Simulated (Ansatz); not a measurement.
This script for an SCF with error handling of HfW₂, space group Fd-3m with Ansatz 0.2.0 through its Python package holds a mistake.

The script reads `hfw2.extxyz`:
```text
6
Lattice="0.0 3.7955 3.7955 3.7955 0.0 3.7955 3.7955 3.7955 0.0" Properties=species:S:1:pos:R:3 pbc="T T T"
Hf    0.00000000    0.00000000    0.00000000
Hf    1.89775000    1.89775000    1.89775000
W     4.74437500    4.74437500    4.74437500
W     4.74437500    2.84662500    2.84662500
W     2.84662500    2.84662500    4.74437500
W     2.84662500    4.74437500    2.84662500
```

Script `robust_hfw2.py`:
```python
'''Refuse a result for HfW2 that has doubts or was not closed by its thresholds.'''

from dataclasses import dataclass
import warnings

import ansatz as az


@dataclass(frozen=True)
class Options:
    mesh: tuple[int, ...] = (0, 4, 4)
    smearing: str = 'Fermi-Dirac'
    smearing_width: float = 0.05
    cutoff: int = 470
    functional: str = 'pbesol'


cfg = Options()


def main() -> None:
    xtal = az.Crystal.from_extxyz('hfw2.extxyz')

    model = xtal.calculation()
    model = model.kpoints(*cfg.mesh)
    model = model.occupations(cfg.smearing, width=cfg.smearing_width)
    model = model.basis(cfg.cutoff)
    model = model.functional(cfg.functional)

    with warnings.catch_warnings(record=True) as caught:
        warnings.simplefilter('always')
        res = model.forces().stress().run(threads=1, pin='off')
    for item in caught:
        if issubclass(item.category, (az.RunWarning, az.DeckWarning)):
            print(item.category.__name__, '-', str(item.message)[:120])
    r = res.report
    doubts = r['published_state_doubts']
    if doubts or r.get('closed_by') != 'deck_thresholds':
        print('rejected:', doubts, r.get('closed_by'))
    else:
        print(f'accepted: F = {r["free_energy_ev"]:.5f} eV')


if __name__ == '__main__':
    main()
```

```console
$ python robust_hfw2.py
Traceback (most recent call last):
  File "robust_hfw2.py", line 45, in <module>
    main()
    ~~~~^^
  File "robust_hfw2.py", line 32, in main
    res = model.forces().stress().run(threads=1, pin='off')
  ...
ansatz.RefusalError: invalid value for `kpoints.mp_grid.grid`: each dimension must be in 1..=255
$ echo $?
1
```
(Library frames cut from the traceback.)

Why does it end like this?

The fault: a mesh division is zero. Mended:

```diff
--- before
+++ after
@@ -10,3 +10,3 @@
 class Options:
-    mesh: tuple[int, ...] = (0, 4, 4)
+    mesh: tuple[int, ...] = (6, 6, 6)
     smearing: str = 'Fermi-Dirac'
@@ -24,3 +24,3 @@
     model = xtal.calculation()
-    model = model.kpoints(*cfg.mesh)
+    model = model.kpoints(mesh=cfg.mesh)
     model = model.occupations(cfg.smearing, width=cfg.smearing_width)
```

With that change:

Output of `python robust_hfw2.py`:
```text
accepted: F = -72223.22440 eV
```

Reading the output:
- Absolute energies stand on the zero of these potentials, so only differences at equal settings mean something. A total without «per atom» is that of the cell as typed.
- Spin is left out of this run.
- The mesh is modest for a metal, so energies can be off by several to tens of meV an atom and pressures by half a GPa or more; differences at equal mesh fare better.
- Spin-orbit coupling, which matters for elements this heavy, is left out.
- The structure is a deposited one; some such entries were measured under pressure or heat, so a shift against it needn't be the functional's error alone.
- The whole script took 6 s on 1 thread of Arm Neoverse V2 (shared host), peak memory 0.51 GiB.
